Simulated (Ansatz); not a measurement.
Cr₃Cu, space group Pm-3m, a conversion between chain and input file

With Ansatz 0.2.0 through its Python package.

The cells in order, each with its output:

In [1]:
```python
from pathlib import Path

import ansatz as az

crystal = (
    az.Lattice.cubic(3.60192)
    .space_group(221)
    .atom("Cr", (0.0, 0.5, 0.5))
    .atom("Cu", (0.0, 0.0, 0.0))
    .moments(Cr=3)
)
```

In [2]:
```python
job = (
    crystal.calculation()
    .functional("r2scan", dispersion="d3bjatm")
    .kpoints(6)
    .occupations("cold", width=0.15)
    .spin(az.SpinTreatment.COLLINEAR)
    .scf(tolerance=1e-07)
    .phonons("fd", supercell=2, temperatures=(0, 800, 100))
)
Path("written.yaml").write_text(job.to_yaml())
back = az.Calculation.from_yaml("written.yaml")
print(back.to_python())
print("same input:", back.to_yaml() == job.to_yaml())
```
```text
(
    az.Lattice.cubic(3.60192)
    .space_group(221)
    .atom("Cr", (0.0, 0.5, 0.5))
    .atom("Cu", (0.0, 0.0, 0.0))
    .moments({"Cr": 3.0})
    .calculation()
    .kpoints(6, 6, 6)
    .functional("r2scan", dispersion="d3bjatm")
    .spin("collinear")
    .scf(tolerance=1e-07)
    .occupations(method="cold", width=0.15)
    .phonons(method="fd", supercell=(2, 2, 2), temperatures=(0.0, 800.0, 100.0))
)

same input: True
```

It writes `written.yaml`:
```yaml
crystal:
  lattice:
    bravais: cubic
    a: 3.60192
  space_group: 221
  atoms:
    - { symbol: Cr, position: [0.0, 0.5, 0.5] }
    - { symbol: Cu, position: [0.0, 0.0, 0.0] }
kpoints:
  mp_grid:
    grid: [6, 6, 6]
hamiltonian:
  xc: r2scan
  dispersion: d3bjatm
magnetization:
  spin_polarized: true
  per_species:
    Cr: 3.0
scf:
  convergence:
    dr2_threshold: 1.0e-07
  occupations:
    method: cold
    width: 0.15
phonons:
  method: fd
  supercell: [2, 2, 2]
  temperatures:
    t_min: 0.0
    t_max: 800.0
    t_step: 100.0
```

The input is only written out: it wasn't run, and its settings aren't tested. The structure comes from a database and needn't be a stable phase.
